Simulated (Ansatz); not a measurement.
# CH5BOSi: small, medium and large basis sets

One table from this session's results is given with a row withheld; the runs are named, their logs left out.

Computed with Ansatz 0.2.0, Gaussian basis. Level: one geometry, several basis sets.

Levels to be run: PBE0-D4/def2-SVP; ωB97M-V/def2-SVP; PBE0-D4/def2-QZVPP; ωB97M-V/def2-QZVPP; the functionals' def2-TZVPP values are taken from earlier runs.

## The geometry

An earlier PBE0-D4 in a triple-zeta def2 set relaxation fixed the geometry.

SMILES `CB1O[SiH2]1`, 9 atoms, charge 0, spin multiplicity 1.

Atoms are counted from 1 here; the program's logs count them from 0.

Bond lengths: C1–B2 1.546 Å, C1–H5 1.093 Å, C1–H6 1.094 Å, C1–H7 1.094 Å, B2–O3 1.346 Å, B2–Si4 1.908 Å, O3–Si4 1.749 Å, Si4–H8 1.484 Å, Si4–H9 1.484 Å. Angles: B2–C1–H5 112.2°, B2–C1–H6 110.2°, B2–C1–H7 110.2°, H5–C1–H6 109.0°, H5–C1–H7 109.0°, H6–C1–H7 106.2°, C1–B2–O3 133.7°, C1–B2–Si4 164.1°, O3–B2–Si4 62.2°, B2–O3–Si4 74.9°, B2–Si4–O3 42.9°, B2–Si4–H8 124.7°, B2–Si4–H9 124.7°, O3–Si4–H8 111.2°, O3–Si4–H9 111.2°, H8–Si4–H9 109.8°.

Coordinates:

```
atom     x (Å)     y (Å)     z (Å)
  C1  -0.53951   0.92650  -1.22804
  B2   0.06606   0.05594  -0.10360
  O3   1.31540  -0.35197   0.18503
 Si4   0.30921  -1.04158   1.43864
  H5   0.22003   1.28079  -1.92928
  H6  -1.05878   1.78895  -0.79971
  H7  -1.29525   0.35858  -1.77881
  H8   0.37046  -2.52378   1.42001
  H9   0.70098  -0.53953   2.77855
```

Set-up of the first run:

The input, in.yaml:

```yaml
crystal:
  periodic: [false, false, false]
  atoms:
    - {symbol: C, position_ang: [-0.539515, 0.926499, -1.228037]}
    - {symbol: B, position_ang: [0.066060, 0.055942, -0.103596]}
    - {symbol: O, position_ang: [1.315404, -0.351968, 0.185032]}
    - {symbol: Si, position_ang: [0.309213, -1.041582, 1.438641]}
    - {symbol: H, position_ang: [0.220026, 1.280788, -1.929275]}
    - {symbol: H, position_ang: [-1.058781, 1.788947, -0.799712]}
    - {symbol: H, position_ang: [-1.295254, 0.358581, -1.778813]}
    - {symbol: H, position_ang: [0.370462, -2.523779, 1.420010]}
    - {symbol: H, position_ang: [0.700985, -0.539526, 2.778550]}
basis:
  gaussian: {orbitals: def2-SVP}
hamiltonian: {xc: pbe0, dispersion: d4}
output: {orbitals: {seedname: orbitals}}
```

The run is started by

```
$ ansatz run in.yaml --threads 2 --pin off --events-out ev --progress --plain --max-ram 4352MiB
```

Steps of the session up to this table: PBE0-D4 in def2-SVP; ωB97M-V in def2-SVP; PBE0-D4 in def2-QZVPP; ωB97M-V in def2-QZVPP.

One table of the session follows, with a row left open; its other results are not shown here.

It belongs to the step «Functionals by basis». 

```
functional       basis  HOMO (eV)
   PBE0-D4    def2-SVP          ?
   PBE0-D4  def2-TZVPP      -6.80
   PBE0-D4  def2-QZVPP      -6.82
   ωB97M-V    def2-SVP      -8.88
   ωB97M-V  def2-TZVPP      -8.92
   ωB97M-V  def2-QZVPP      -8.93
```

Estimate the missing values for PBE0-D4, def2-SVP.

The run gave: HOMO (eV): -6.79. In the column «HOMO (eV)» it is the highest.
